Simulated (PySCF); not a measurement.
# AlHg−: bond curves at several levels of theory

An exercise on one series of results from a longer session: the logs are not shown, and one member is left open.

Computed with PySCF 2.14.0. Level: Al def2-SVPD, Hg def2-SVPD with ECP60, scalar-relativistic core potentials.

6 further runs of the same task are left out: 6 set aside as unsound or not needed.

Set-up of the first run:

A driver script around PySCF takes these settings:

```json
{
  "atoms": "Al, Hg",
  "charge": "-1",
  "basis": "Al def2-SVPD, Hg def2-SVPD with ECP60",
  "Hamiltonian": "scalar-relativistic core potentials",
  "basis functions": "59",
  "electrons treated": "34",
  "masses in u": "26.9815, 201.9706",
  "levels": "PBE0, PBE, r²SCAN, r²SCANh, LC-ωPBE",
  "grid": "80 radial by 434 angular points",
  "occupations": "held fixed by the projection of orbital angular momentum",
  "dissociation limit": "Al− + Hg, each in its ground configuration",
  "starting distance in angstrom": "2.670",
  "values of 2S to try": "0, 2"
}
```

Command:

```bash
$ OMP_NUM_THREADS=1 python dia.py task.json out
```

Steps of the session up to this table: Input; PBE0 along the bond; PBE (GGA); r²SCAN (meta-GGA); r²SCANh (hybrid meta-GGA); LC-ωPBE (range-separated hybrid).

One of the session's tables, all rows but one given; the rest of the session is left out.

Energy (eV) from each level's lowest point:

```
R (Å)    PBE  r²SCAN  r²SCANh   PBE0  LC-ωPBE
2.315  0.335   0.264    0.266  0.332    0.310
2.423  0.136   0.092    0.094  0.136    0.128
2.530  0.036   0.016    0.017  0.038    0.036
2.611  0.005   0.000    0.000  0.006    0.007
2.692  0.000   0.008    0.007  0.000    0.000
2.773  0.013   0.032    0.029  0.011    0.009
2.880  0.048   0.079    0.075  0.044    0.035
3.015      ?       ?        ?      ?        ?
3.177  0.191   0.239    0.229  0.180    0.147
3.392  0.297   0.348    0.337  0.282    0.232
```

Q: Estimate the row for R (Å) = 3.015 from the others.

Worked estimate for «PBE». A straight line through the neighbours (2.880, 0.048) and (3.177, 0.191) gives 0.048 + (0.191 − 0.048) × (3.015 − 2.880) / (3.177 − 2.880) = 0.113; a parabola fitted to 4 rows on both sides gives 0.112.

The run gave: PBE: 0.109; r²SCAN: 0.150; r²SCANh: 0.144; PBE0: 0.102; LC-ωPBE: 0.083. In «PBE» the line misses by +0.004 and the parabola by +0.003.
